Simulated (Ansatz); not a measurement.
# KAs2: the cost of one run

Method: DFT PBE, scalar-relativistic, plane waves, PAW, in Ansatz 0.2.0.

## (1) Starting point

Symmetry: Pnnm, No. 58, orthorhombic system. The conventional cell has a = 5.356 Å, b = 6.537 Å, c = 4.081 Å, α = 90.00°, β = 90.00°, γ = 90.00°. Around K (site symmetry 2/m) lie 6 As at 2.70 to 2.71 Å. As (site symmetry m) is surrounded by 1 As at 2.67 Å and 3 K at 2.70 to 2.71 Å.

Coordinates:

```xyz
6
Lattice="5.3558 0.0000 0.0000 0.0000 6.5367 0.0000 0.0000 0.0000 4.0807" Properties=species:S:1:pos:R:3 pbc="T T T"
K     0.0000    0.0000    0.0000
K     2.6779    3.2684    2.0403
As    1.0733    2.4755    0.0000
As    4.2825    4.0613    0.0000
As    3.7512    0.7929    2.0403
As    1.6046    5.7438    2.0403
```

This is candidate A: marcasite type (Pnnm, No. 58).

(A quick probe on a coarse mesh, which set the mesh and smearing, is not shown.)

## (3) A loose first relaxation (candidate A)

The input, input.yaml:

```yaml
crystal:
  lattice:
    - [5.35580496, 0.0, 0.0]
    - [0.0, 6.5367186216, 0.0]
    - [0.0, 0.0, 4.0806592081]
  atoms:
    - { symbol: K, position: [0.0, 0.0, 0.0] }
    - { symbol: K, position: [0.5, 0.5, 0.5] }
    - { symbol: As, position: [0.2004, 0.3787, 0.0] }
    - { symbol: As, position: [0.7996, 0.6213, 0.0] }
    - { symbol: As, position: [0.7004, 0.1213, 0.5] }
    - { symbol: As, position: [0.2996, 0.8787, 0.5] }
basis:
  ecutwfc: 420
kpoints:
  mp_grid: { grid: [4, 4, 4] }
hamiltonian:
  xc: pbe
scf:
  occupations: { method: gaussian, width: 0.1 }
  lower_state_search: "off"
output:
  forces: true
  stress: true
  eigenvalues: true
relax:
  adjacent_minimum: "off"
  f_tol: 0.04
  max_steps: 70
  cell: { stress_tol: 0.4 }
```

Run with:

```
$ ansatz run input.yaml --threads 1 --pin off --max-ram 2560MiB --backend cpu --events-out ev --progress --plain --runs-dir out
```

What time and memory should one allow on 1 thread of Arm Neoverse V1, shared host?

About 5 min, with a peak of 0.5 GiB.
